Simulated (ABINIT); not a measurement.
Set up this calculation in ABINIT 10.8.3 (patched build), as the native input.

```
Task                : equation of state
Functional          : PBE
Potentials or basis : JTH PAW PBE v2.0
Cutoff              : 599 eV
k mesh              : 8 × 8 × 5
Occupations         : fermi-dirac, width 0.05 eV
Spin                : no spin polarisation
Fine-grid cutoff    : 1197.3 eV
```

Crystal: Cd2S.

```
Cd S
1.0
     3.96267    0.00000    0.00000
    -1.98134    3.43177    0.00000
     0.00000    0.00000    5.80919
Cd S
2 1
Direct
  0.33333 0.66667 0.93272
  0.66667 0.33333 0.57873
  0.33333 0.66667 0.36571
```

The cell comes from a database or a generator and needn't be the stable form of this composition.

These files were run (other wordings do the same):

run.abi

```
# Datasets: one volume each
ndtset 7
getwfk -1
scalecart1 3*0.9795861087
scalecart2 3*0.9864848297
scalecart3 3*0.9932883884
scalecart4 3*1.0000000000
scalecart5 3*1.0066227096
scalecart6 3*1.0131594038
scalecart7 3*1.0196128224

# Pseudopotentials
pp_dirpath "./"
pseudos "Cd.GGA_PBE-JTH.xml, S.GGA_PBE-JTH.xml"

# Structure
acell 3*1.0 Angstrom
rprim
     3.9626700490     0.0000000000     0.0000000000
    -1.9813350245     3.4317729293     0.0000000000
     0.0000000000     0.0000000000     5.8091920000
ntypat 2
znucl 48 16
natom 3
typat 1 1 2
xred
     0.3333333333     0.6666666667     0.9327170000
     0.6666666667     0.3333333333     0.5787350000
     0.3333333333     0.6666666667     0.3657050000

# Plane-wave basis
ecut 598.650497 eV
pawecutdg 44.0
pawxcdev 0

# k points
kptopt 1
ngkpt 8 8 5
nshiftk 1
shiftk 0.0 0.0 0.0

# Exchange and correlation
ixc 11

# Bands and occupations
nband 19
occopt 3
tsmear 0.05 eV

# SCF cycle
nstep 100
tolvrs 1.0e-9

# Output
iomode 3
prtwf 1
prtden 0
prteig 0
prtebands 0
```

Potentials or basis: JTH PAW PBE v2.0.

Launch:

```sh
$ abinit run.abi > log 2>&1
```

It gave:

| Quantity | Value |
| --- | --- |
| Equilibrium volume | 26.27 Å³/atom |
| Bulk modulus at fixed shape and positions | 43 GPa |
| Pressure derivative of the bulk modulus | 5.2 |

Caveat: pressures at fixed basis lie under the slope of the energies; the cell was scaled at fixed shape and fractional positions, which overstates the stiffness of a crystal with free parameters, most of all of layers and chains.

It took 8.8 min on 1 thread of Arm Neoverse V2 (shared host), peak memory 0.24 GiB.
